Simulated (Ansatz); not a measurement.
# Ga₂H₂Cl₄: a ladder of functionals and wavefunction methods

One table from this session's results is given with a row withheld; the runs are named, their logs left out.

Computed with Ansatz 0.2.0, Gaussian basis. Level: functionals in def2-TZVPP, the program's frozen cores in correlated methods.

The runs, in order: LDA (SPW92), PBE-D4, revPBE-D4, BLYP-D4, r2SCAN-D4, B97M-V, PBE0-D4, B3LYP-D4, r2SCANh-D4, r2SCAN0-D4, HSE06-D4, BHLYP-D4, CAM-B3LYP-D4, LC-ωPBE, ωB97X-V, ωB97M-V, B2PLYP, PBE-QIDH; CCSD(T)/def2-SVP; MP2/def2-TZVPP; MP2/def2-QZVPP; RPA on PBE.

### The geometry

An earlier PBE0-D4 in a triple-zeta def2 set relaxation fixed the geometry.

SMILES `[Cl][Ga@H-]1[Cl+][Ga@@H-]([Cl])[Cl+]1`, 8 atoms, charge 0, spin multiplicity 1.

Atoms are counted from 1 here; the program's logs count them from 0.

Bond lengths: Cl1–Ga2 2.131 Å, Ga2–Cl3 2.340 Å, Ga2–Cl6 2.340 Å, Ga2–H7 1.544 Å, Cl3–Ga4 2.340 Å, Ga4–Cl5 2.131 Å, Ga4–Cl6 2.340 Å, Ga4–H8 1.544 Å. Angles: Cl1–Ga2–Cl3 106.8°, Cl1–Ga2–Cl6 106.8°, Cl1–Ga2–H7 126.6°, Cl3–Ga2–Cl6 90.1°, Cl3–Ga2–H7 110.2°, Cl6–Ga2–H7 110.2°, Ga2–Cl3–Ga4 89.7°, Cl3–Ga4–Cl5 106.8°, Cl3–Ga4–Cl6 90.1°, Cl3–Ga4–H8 110.2°, Cl5–Ga4–Cl6 106.8°, Cl5–Ga4–H8 126.6°, Cl6–Ga4–H8 110.2°, Ga2–Cl6–Ga4 89.7°.

As a file:

```mol
Cl4Ga2H2
  3D, bonds by distance, orders not assigned

  8  8  0  0  0  0  0  0  0  0999 V2000
    1.1747    0.7705   -2.6811 Cl  0  0
    1.4559    0.5339   -0.5817 Ga  0  0
    0.5933   -1.5664   -0.0172 Cl  0  0
   -1.3199   -0.5330    0.8468 Ga  0  0
   -2.8613   -0.7811   -0.6040 Cl  0  0
   -0.3639    1.5678    0.4641 Cl  0  0
    2.7526    0.8083    0.2099 H   0  0
   -1.4315   -0.8000    2.3633 H   0  0
  1  2  8  0
  2  3  8  0
  3  4  8  0
  4  5  8  0
  4  6  8  0
  2  7  8  0
  4  8  8  0
  2  6  8  0
M  END
```

Set-up of the first run:

in.yaml

```yaml
crystal:
  periodic: [false, false, false]
  atoms:
    - {symbol: Cl, position_ang: [1.174740, 0.770543, -2.681091]}
    - {symbol: Ga, position_ang: [1.455873, 0.533890, -0.581745]}
    - {symbol: Cl, position_ang: [0.593304, -1.566410, -0.017228]}
    - {symbol: Ga, position_ang: [-1.319859, -0.533032, 0.846755]}
    - {symbol: Cl, position_ang: [-2.861308, -0.781074, -0.603992]}
    - {symbol: Cl, position_ang: [-0.363877, 1.567837, 0.464096]}
    - {symbol: H, position_ang: [2.752600, 0.808305, 0.209945]}
    - {symbol: H, position_ang: [-1.431484, -0.800049, 2.363261]}
basis:
  gaussian: {orbitals: def2-TZVPP}
hamiltonian: {xc: lda}
output: {orbitals: {seedname: orbitals}}
```

Command:

```sh
$ ansatz run in.yaml --threads 4 --pin off --events-out ev --progress --plain --max-ram 11315MiB
```

Steps of the session up to this table: LDA; PBE-D4 (GGA); revPBE-D4 (GGA); BLYP-D4 (GGA); r2SCAN-D4 (meta-GGA); B97M-V (meta-GGA); PBE0-D4 (hybrid); B3LYP-D4 (hybrid); r2SCANh-D4 (hybrid); r2SCAN0-D4 (hybrid); HSE06-D4 (hybrid); BHLYP-D4 (hybrid); CAM-B3LYP-D4 (range-separated); LC-ωPBE (range-separated); ωB97X-V (range-separated); ωB97M-V (range-separated); B2PLYP (double hybrid); PBE-QIDH (double hybrid).

One table of the session follows, with a row left open; its other results are not shown here.

It belongs to the step «Orbital energies across the functionals». 

```
  functional  HOMO (eV)  gap (eV)
 LDA (SPW92)      -7.74      5.45
      PBE-D4      -7.61      5.61
   revPBE-D4      -7.56      5.67
     BLYP-D4      -7.44      5.52
   r2SCAN-D4      -7.98      6.25
      B97M-V          ?         ?
     PBE0-D4      -9.00      7.97
    B3LYP-D4      -8.72      7.40
  r2SCANh-D4      -8.49      7.10
  r2SCAN0-D4      -9.24      8.39
    HSE06-D4      -8.59      7.20
    BHLYP-D4     -10.23     10.10
CAM-B3LYP-D4     -10.34     10.34
     LC-ωPBE     -11.77     12.91
     ωB97X-V     -11.40     12.40
     ωB97M-V     -11.22     12.00
```

Estimate the missing values for B97M-V.

The run gave: HOMO (eV): -8.08; gap (eV): 6.35. In the column «HOMO (eV)» it lies between r2SCANh-D4 (-8.49) and r2SCAN-D4 (-7.98).
